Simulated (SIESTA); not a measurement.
Write the native input for SIESTA 5.4.2 that does the following.

* Task: single point
* Functional: PBEsol
* Potentials or basis: PseudoDojo 0.4 standard (PBEsol files)
* Basis: DZP (energy shift 0.003 Ry; two zetas on semicore shells)
* Grid cutoff: 800 Ry
* Energy shift: 0.003 Ry
* k mesh: 12 × 12 × 4
* Occupations: fermi-dirac, width 0.05 eV
* Spin: collinear spin, ferromagnetic start
* Starting moments: [0.6, 0.6, 0.6, 1.0] μB

The system is Cu3Ni.

```
Cu Ni
1.0
     1.31616   -2.06036    0.00000
     1.31616    2.06036    0.00000
     0.00000    0.00000    8.24586
Cu Ni
3 1
Direct
  0.50000 0.50000 0.24669
  0.00000 0.00000 0.50000
  0.50000 0.50000 0.75331
  0.00000 0.00000 0.00000
```

The cell comes from a database or a generator and needn't be the stable form of this composition.

The input as run:

Cu3Ni.fdf

```
SystemName                      Cu3Ni
SystemLabel                     Cu3Ni
NumberOfSpecies                 2
NumberOfAtoms                   4
%block ChemicalSpeciesLabel
  1  29 Cu
  2  28 Ni
%endblock ChemicalSpeciesLabel

LatticeConstant                 1.0 Ang
%block LatticeVectors
     1.3161551000    -2.0603607600     0.0000000000
     1.3161551000     2.0603607600     0.0000000000
     0.0000000000     0.0000000000     8.2458602500
%endblock LatticeVectors
AtomicCoordinatesFormat         Fractional
%block AtomicCoordinatesAndAtomicSpecies
     0.5000000000     0.5000000000     0.2466912200  1  Cu
     0.0000000000     0.0000000000     0.5000000000  1  Cu
     0.5000000000     0.5000000000     0.7533087800  1  Cu
     0.0000000000     0.0000000000     0.0000000000  2  Ni
%endblock AtomicCoordinatesAndAtomicSpecies

%block kgrid.MonkhorstPack
   12   0   0  0.0
    0  12   0  0.0
    0   0   4  0.0
%endblock kgrid.MonkhorstPack
XC.Functional                   GGA
XC.Authors                      PBEsol
PAO.BasisSize                   DZP
PAO.EnergyShift                 0.003 Ry
Mesh.Cutoff                     800 Ry
Spin                            polarized
%block DM.InitSpin
    1   0.600
    2   0.600
    3   0.600
    4   1.000
%endblock DM.InitSpin
OccupationFunction              FD
ElectronicTemperature           0.05 eV
MaxSCFIterations                200
SCF.MustConverge                false
SCF.Mixer.Method                Pulay
SCF.Mixer.Weight                0.1
SCF.Mixer.History               10
SCF.DM.Tolerance                5.0e-05
SCF.H.Tolerance                 1.0e-03 eV
WriteForces                     true
Charge.Mulliken                 end
Charge.Hirshfeld                end
Charge.Voronoi                  end
SaveRho                         true
SaveElectrostaticPotential      true
%block PAO.Basis
  Cu 5
  n=3 0 2
    2.374 0.000
  n=4 0 2
    7.224 0.000
  n=3 1 2
    2.662 0.000
  n=4 1 1
    7.224
  n=3 2 2
    4.908 0.000
  Ni 5
  n=3 0 2
    2.437 0.000
  n=4 0 2
    7.067 0.000
  n=3 1 2
    2.721 0.000
  n=4 1 1
    7.067
  n=3 2 2
    4.466 0.000
%endblock PAO.Basis
```

Potentials or basis: PseudoDojo 0.4 standard (PBEsol files), DZP (energy shift 0.003 Ry; two zetas on semicore shells).

Command:

```bash
$ siesta < Cu3Ni.fdf > Cu3Ni.out 2>&1
```

Results of the run:

```yaml
Pressure: -2.6 GPa
Largest_force: 0.008 eV/Å
Band_gap_on_the_k_mesh: none (metal or under the smearing width)
Net_moment: 0.00 μB per cell
Hirshfeld_charges: Cu +0.09, +0.00; Ni -0.18 e
Voronoi_charges: Cu +0.07, +0.00; Ni -0.15 e
```

Caveat: Mulliken charges of long-ranged orbitals can have an unphysical sign; short orbitals over semicore shells can move pressures by several GPa; the basis of atomic orbitals isn't converged, which shifts pressures, moduli and gaps.

Run time: 5.2 min on 1 thread of Intel(R) Xeon(R) 6975P-C (Granite Rapids), on a shared host, peak memory 0.39 GiB.
